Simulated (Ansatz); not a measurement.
# C4H2F2Zr: the cost of one run

Computed with Ansatz 0.2.0, Gaussian basis. Level: RKS PBE0-D4/def2-TZVP.

The runs, in order: relaxation at PBE0-D4/def2-TZVP; harmonic vibrations at the same level; a single point in def2-TZVPP for the fields.

1 further run of the same task is left out (for a known fault of the program).

### Step 1. Starting geometry

SMILES `C#[C][Zr]([F])([F])[C]#C`, 9 atoms, charge 0, spin multiplicity 1.

Atoms are counted from 1 here; the program's logs count them from 0.

Bond lengths: C1–C2 1.211 Å, C1–H8 1.059 Å, C2–Zr3 2.202 Å, Zr3–F4 1.880 Å, Zr3–F5 1.880 Å, Zr3–C6 2.202 Å, C6–C7 1.211 Å, C7–H9 1.058 Å. Angles: C2–C1–H8 179.4°, C1–C2–Zr3 176.8°, C2–Zr3–F4 109.0°, C2–Zr3–F5 108.7°, C2–Zr3–C6 114.0°, F4–Zr3–F5 107.3°, F4–Zr3–C6 108.8°, F5–Zr3–C6 108.8°, Zr3–C6–C7 176.2°, C6–C7–H9 179.4°.

The start is a GFN2-xTB geometry. Zr takes the def2 core potential; no spin-orbit term is included.

### Step 2. Relaxation at PBE0-D4/def2-TZVP

in.yaml

```yaml
crystal:
  periodic: [false, false, false]
  atoms:
    - {symbol: C, position_ang: [1.245120, -2.648030, 0.769980]}
    - {symbol: C, position_ang: [0.851720, -1.648810, 0.210630]}
    - {symbol: Zr, position_ang: [0.205820, 0.138040, -0.901830]}
    - {symbol: F, position_ang: [-0.815680, -0.399850, -2.386230]}
    - {symbol: F, position_ang: [1.728530, 1.021900, -1.562220]}
    - {symbol: C, position_ang: [-0.974420, 1.559390, 0.295630]}
    - {symbol: C, position_ang: [-1.627490, 2.388380, 0.888850]}
    - {symbol: H, position_ang: [1.583600, -3.518290, 1.268630]}
    - {symbol: H, position_ang: [-2.197200, 3.107290, 1.416560]}
basis:
  gaussian: {orbitals: def2-TZVP}
hamiltonian: {xc: pbe0, dispersion: d4}
relax: {f_tol: 0.005, max_steps: 150}
```

Command:

```
$ ansatz run in.yaml --threads 4 --pin off --events-out ev --progress --plain --max-ram 11315MiB
```

Q: Estimate wall time and peak memory on 4 threads of Arm Neoverse V1, shared host.

About 39 s, with a peak of 0.68 GiB.
